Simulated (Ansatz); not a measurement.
# Alloy of CdTe and MgTe (4 of 32 Cd sites exchanged), 64 atoms

The task here is to estimate one member of a computed series from the others.

Method: density functional theory in Ansatz 0.2.0, PAW datasets, plane waves.

### The starting cell

64 atoms (28 Cd, 4 Mg, 32 Te); a = 12.964 Å, b = 12.964 Å, c = 12.964 Å, α = 90.00°, β = 90.00°, γ = 90.00°. All atoms were shaken off their sites by about 0.02 Å along each axis.

The runs, in order: (2) PBEsol cell relaxation at the single k point (¼, ¼, ¼), on 1 × NVIDIA H100 80GB HBM3 with 11 threads of AMD EPYC 7R13; (3) PBE single point at the Γ point alone, on 1 × NVIDIA H100 80GB HBM3 with 11 threads of AMD EPYC 7R13; (4) r²SCAN single point at the Γ point alone, on 1 × NVIDIA H100 80GB HBM3 with 11 threads of AMD EPYC 7R13; (5) HSE06 single point at the Γ point alone, on 1 × NVIDIA H100 80GB HBM3 with 11 threads of AMD EPYC 7R13; (6) HSE06 with spin–orbit coupling single point at the Γ point alone, on 1 × NVIDIA H100 80GB HBM3 with 11 threads of AMD EPYC 7R13.

Set-up of the first run:

in.yaml

```yaml
crystal:
  lattice:
    - [12.964423, 0.000000, 0.000000]
    - [0.000000, 12.964423, 0.000000]
    - [0.000000, 0.000000, 12.964423]
  atoms:
    - { symbol: Cd, position: [0.000666, 0.000686, 0.001112] }
    - { symbol: Cd, position: [0.999567, 0.999334, 0.499005] }
    - { symbol: Cd, position: [0.000127, 0.501283, 0.999713] }
    - { symbol: Cd, position: [0.999605, 0.499482, 0.500435] }
    - { symbol: Cd, position: [0.499835, 0.999866, 0.498174] }
    - { symbol: Cd, position: [0.498694, 0.500715, 0.002280] }
    - { symbol: Cd, position: [0.501548, 0.496430, 0.500615] }
    - { symbol: Cd, position: [0.249390, 0.251574, 0.999301] }
    - { symbol: Cd, position: [0.251422, 0.249646, 0.499506] }
    - { symbol: Cd, position: [0.250635, 0.750369, 0.498441] }
    - { symbol: Cd, position: [0.749849, 0.250250, 0.003141] }
    - { symbol: Cd, position: [0.749130, 0.250398, 0.499157] }
    - { symbol: Cd, position: [0.750259, 0.751936, 0.000253] }
    - { symbol: Cd, position: [0.749415, 0.754704, 0.497899] }
    - { symbol: Cd, position: [0.247756, 0.001793, 0.252133] }
    - { symbol: Cd, position: [0.253807, 0.999783, 0.750003] }
    - { symbol: Cd, position: [0.249848, 0.498976, 0.249484] }
    - { symbol: Cd, position: [0.249676, 0.501591, 0.751194] }
    - { symbol: Cd, position: [0.751040, 0.001609, 0.251175] }
    - { symbol: Cd, position: [0.753313, 0.003358, 0.745931] }
    - { symbol: Cd, position: [0.750376, 0.497348, 0.248860] }
    - { symbol: Cd, position: [0.002269, 0.251575, 0.253342] }
    - { symbol: Cd, position: [0.001644, 0.248808, 0.750751] }
    - { symbol: Cd, position: [0.000130, 0.752187, 0.248916] }
    - { symbol: Cd, position: [0.999828, 0.750399, 0.752231] }
    - { symbol: Cd, position: [0.499858, 0.248975, 0.251945] }
    - { symbol: Cd, position: [0.499986, 0.246778, 0.748807] }
    - { symbol: Cd, position: [0.498864, 0.751102, 0.752036] }
    - { symbol: Mg, position: [0.498334, 0.999469, 0.002023] }
    - { symbol: Mg, position: [0.250551, 0.749863, 0.003328] }
    - { symbol: Mg, position: [0.749393, 0.499932, 0.750106] }
    - { symbol: Mg, position: [0.495065, 0.750791, 0.251279] }
    - { symbol: Te, position: [0.125399, 0.124202, 0.124249] }
    - { symbol: Te, position: [0.126083, 0.125178, 0.624556] }
    - { symbol: Te, position: [0.127674, 0.621596, 0.124042] }
    - { symbol: Te, position: [0.125771, 0.626708, 0.624013] }
    - { symbol: Te, position: [0.624295, 0.127396, 0.123157] }
    - { symbol: Te, position: [0.625876, 0.125567, 0.628251] }
    - { symbol: Te, position: [0.624788, 0.626214, 0.124084] }
    - { symbol: Te, position: [0.625367, 0.624572, 0.626304] }
    - { symbol: Te, position: [0.374372, 0.375998, 0.126420] }
    - { symbol: Te, position: [0.377251, 0.374868, 0.624275] }
    - { symbol: Te, position: [0.376230, 0.875524, 0.124132] }
    - { symbol: Te, position: [0.374867, 0.874843, 0.625224] }
    - { symbol: Te, position: [0.874666, 0.375850, 0.125307] }
    - { symbol: Te, position: [0.874826, 0.373749, 0.625413] }
    - { symbol: Te, position: [0.876461, 0.874582, 0.123507] }
    - { symbol: Te, position: [0.873102, 0.876075, 0.623333] }
    - { symbol: Te, position: [0.374931, 0.127018, 0.374275] }
    - { symbol: Te, position: [0.375216, 0.121085, 0.877574] }
    - { symbol: Te, position: [0.374394, 0.625449, 0.373293] }
    - { symbol: Te, position: [0.376223, 0.628087, 0.874118] }
    - { symbol: Te, position: [0.878622, 0.124251, 0.375928] }
    - { symbol: Te, position: [0.877834, 0.122446, 0.875252] }
    - { symbol: Te, position: [0.875204, 0.625834, 0.375139] }
    - { symbol: Te, position: [0.876838, 0.620726, 0.874396] }
    - { symbol: Te, position: [0.127449, 0.375793, 0.371611] }
    - { symbol: Te, position: [0.124848, 0.372787, 0.873254] }
    - { symbol: Te, position: [0.123038, 0.876156, 0.374139] }
    - { symbol: Te, position: [0.123015, 0.877323, 0.873246] }
    - { symbol: Te, position: [0.623913, 0.378613, 0.377062] }
    - { symbol: Te, position: [0.625284, 0.374713, 0.875302] }
    - { symbol: Te, position: [0.625286, 0.875077, 0.375792] }
    - { symbol: Te, position: [0.622870, 0.875908, 0.872576] }
  symmetry: { detect: false }
kpoints:
  mp_grid: { grid: [1, 1, 1], shift: [0.25, 0.25, 0.25] }
hamiltonian:
  xc: pbesol
scf:
  occupations: { method: fermi_dirac, width: 0.01 }
relax:
  f_tol: 0.03
  max_steps: 80
  escape_saddle: false
  adjacent_minimum: "off"
  cell: { fix: [shape] }
output:
  forces: true
  eigenvalues: true
  populations: true
```

Started as:

```sh
$ ansatz run in.yaml --threads 11 --pin off --max-ram 161500MiB --runs-dir r --events-out ev --progress --plain --backend cuda --devices 0, --max-vram 75GiB
```

Steps of the session up to this table: Relaxing cell and atoms with PBEsol; Single point with PBE; r²SCAN single point; Single point with HSE06; HSE06 with spin–orbit coupling on the same atoms.

One of the session's tables, all rows but one given; the rest of the session is left out.

It belongs to the step «Outcome». 

```
                         level  top filled to lowest empty (eV)
            PBEsol, relaxation                             1.82
                           PBE                             0.94
                        r²SCAN                             1.46
                         HSE06                             1.83
HSE06 with spin–orbit coupling                                ?
```

**Question.** Estimate the row for HSE06 with spin–orbit coupling.

The run gave: top filled to lowest empty (eV): 1.53. In the column «top filled to lowest empty (eV)» it lies between r²SCAN (1.46) and PBEsol, relaxation (1.82).

At the same k points, PBE gives a spacing 0.89 eV smaller and r²SCAN gives a spacing 0.37 eV smaller than the 1.83 eV of HSE06. Rows on different k points differ by sampling as well as by level. With one k point the spacing samples only the states that fold onto it, so it can exceed the gap over the zone.
